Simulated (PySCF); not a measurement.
# BeC (triplet) under other conditions

How does BeC (triplet) answer to another spin, charge, distance or environment?

Computed with PySCF 2.14.0. Level: each script names its method and basis.

2 further runs of the same task are left out: 2 that didn't finish.

**1. The system as given**

BeC (triplet): 2 atoms, charge 0, spin multiplicity 3.

Bond lengths: Be1–C2 1.670 Å.

**2. The base run**

The input, input.py:

```python
from pyscf import gto, scf, mcscf, mrpt

mol = gto.M(
    atom='Be 0 0 0; C 0 0 1.67',
    basis='cc-pvtz-dk',
    charge=0,
    spin=2,
    verbose=4,
)
mf = scf.ROHF(mol)
mf = mf.sfx2c1e()
mf.kernel()
mc = mcscf.CASSCF(mf, 6, 4)
mc.kernel()
mc.analyze()
mrpt.NEVPT(mc).kernel()
mf.dip_moment()
print('orbital energies (hartree):', mf.mo_energy[..., max(0, mol.nelec[1]-3):mol.nelec[0]+3].round(4))
```

On the command line:

```
OMP_NUM_THREADS=1 python input.py
```

Its log is not repeated here.

In short: E(SCF) = -52.286593 Eh, 11 cycles, E(CAS) − E(SCF) = -0.08880 Eh, NEVPT2 = -0.11823 Eh, μ = 4.34 D (of the SCF density).

The bond length is a typed value, not an optimised one. The triplet is typed in the script; nothing here shows that it is the ground state.

**3. Charge +1 (quartet)**

Variant 1 changes charge: 0 → 1; spin (2S): 2 → 3; active space: 4 electrons in 6 orbitals → 3 electrons in 4 orbitals.

The input, input.py:

```python
from pyscf import gto, scf, mcscf, mrpt

mol = gto.M(
    atom='Be 0 0 0; C 0 0 1.67',
    basis='cc-pvtz-dk',
    charge=1,
    spin=3,
    verbose=4,
)
mf = scf.ROHF(mol)
mf = mf.sfx2c1e()
mf.kernel()
mc = mcscf.CASSCF(mf, 4, 3)
mc.kernel()
mc.analyze()
mrpt.NEVPT(mc).kernel()
mf.dip_moment()
print('orbital energies (hartree):', mf.mo_energy[..., max(0, mol.nelec[1]-3):mol.nelec[0]+3].round(4))
```

On the command line:

```
OMP_NUM_THREADS=1 python input.py
```

**4. Lengths in bohr**

Variant 2 changes length unit: angstrom → bohr; bond length: 1.67 Å → 1.67 bohr.

Edit input.py of step 2 so:

```diff
@@ -7,2 +7,3 @@
     spin=2,
+    unit='bohr',
     verbose=4,
```

**5. Charge +2**

Variant 3 changes charge: 0 → 2; active space: 4 electrons in 6 orbitals → 4 electrons in 5 orbitals.

Edit input.py of step 2 so:

```diff
@@ -5,3 +5,3 @@
     basis='cc-pvtz-dk',
-    charge=0,
+    charge=2,
     spin=2,
@@ -12,3 +12,3 @@
 mf.kernel()
-mc = mcscf.CASSCF(mf, 6, 4)
+mc = mcscf.CASSCF(mf, 5, 4)
 mc.kernel()
```

**Question.** What will these runs give? Wanted: for each run, E(SCF); from base; SCF dipole; after the SCF.

The runs gave:

| run | E(SCF) (hartree) | from base (eV) | cycles | SCF dipole (D) | after the SCF |
| --- | --- | --- | --- | --- | --- |
| base | -52.286593 | 0 | 11 | 4.34 | NEVPT2 correlation -5.633 eV (from the SCF energy, the CASSCF gain included) |
| charge +1 (quartet) | -52.056548 | +6.2598 | 13 | n/a | NEVPT2 correlation -2.963 eV (from the SCF energy, the CASSCF gain included) |
| lengths in bohr (poor choice) | -51.602746 | not comparable | 22 | 0.15 | NEVPT2 correlation -5.067 eV (from the SCF energy, the CASSCF gain included) |
| charge +2 | -51.453153 | +22.6791 | 11 | n/a | NEVPT2 correlation -2.398 eV (from the SCF energy, the CASSCF gain included) |

**Reading.** At the SCF level, going to the quartet with one electron fewer costs 6.26 eV at fixed geometry, which need not be the lowest ionisation. Rows marked «poor choice» come from settings spoiled on purpose.
